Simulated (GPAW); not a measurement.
The system is AgAu3.

```
CELL_PARAMETERS angstrom
4.12163 0.00000 0.00000
0.00000 4.12163 0.00000
0.00000 0.00000 4.12163
ATOMIC_POSITIONS crystal
Au 0.00000 0.00000 0.50000
Au 0.00000 0.50000 0.00000
Au 0.50000 0.00000 0.00000
Ag 0.50000 0.50000 0.50000
```

The cell comes from a database or a generator and needn't be the stable form of this composition.

Base run:

- Program: GPAW 26.7.0
- Functional: PBEsol
- Potentials or basis: PAW data sets generated in the run's folder for this functional
- Cutoff: 600 eV
- Basis: pw
- k mesh: 7 × 7 × 7
- Occupations: fermi-dirac, width 0.05 eV
- Spin: no spin polarisation

Its results: pressure -3.7 GPa.

Task: The run is repeated on the same cell with these changes: functional from PBEsol to LDA; potentials or basis from PAW data sets generated in the run's folder for this functional to the program's PAW data sets (release 1.2.1) made for this functional. What comes out?

Result: Pressure -7.9 GPa.

Caveats: with this Au data set, volumes or pressures lay over 1.5 % or 2 GPa off other programs in two to four cells of ten.
